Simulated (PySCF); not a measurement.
# GeH10Si3 (n-SiGeSiSiH10): the cost of one run

Programs: PySCF 2.14.0, with density-fitted response routines of our own. Each step states its level of theory. These are calculated values for one molecule in the gas phase, unless marked as measured. Atoms are numbered from 0 throughout.

### 1 The starting structure

14 atoms, charge 0, multiplicity 1; geometry from: GFN2-xTB. The atoms were then displaced at random by about 0.03 Å, so the start is not that level's minimum.

Bonds of the start (Å): Si0–Ge1 2.43, Si0–H4 1.49, Si0–H5 1.37, Si0–H6 1.45, Ge1–Si2 2.38, Ge1–H7 1.52, Ge1–H8 1.56, Si2–Si3 2.36, Si2–H9 1.40, Si2–H10 1.51, Si3–H11 1.51, Si3–H12 1.55, Si3–H13 1.32.

### 2 Optimising the geometry at PBE0-D3(BJ)/def2-SVP

The job: settings as JSON, then the geometry in Å.

```
{"job": {"xc": "PBE0", "basis": "def2-SVP", "d3": "d3bj", "grid": 1, "maxiter": 40, "shake": 0.03, "kind": "geom"}, "charge": 0, "multiplicity": 1}
Si     2.306550     1.069180    -0.340200
Ge    -0.087100     1.355510    -0.626070
Si    -1.710610    -0.038440     0.407130
Si    -0.829750    -2.222000     0.557790
H      2.991790     2.168340    -1.079040
H      2.677160    -0.135260    -0.879420
H      2.635380     1.192930     1.066650
H     -0.309130     1.360780    -2.127560
H     -0.448250     2.835050    -0.298530
H     -2.941700     0.073640    -0.244480
H     -1.947070     0.511960     1.795890
H     -1.162620    -2.820940     1.902490
H     -1.660170    -3.071040    -0.443330
H      0.466100    -2.323510     0.351890
```

Command:

```sh
$ OMP_NUM_THREADS=1 python probes_run.py task.json out
```

One launch serves the whole session: the jobs run in the order shown.

**Question.** How long does this first job take on 1 thread of Intel Xeon at 2.50GHz, shared host, and how much memory does it need?

About 6.6 min, with a peak of 0.53 GiB.
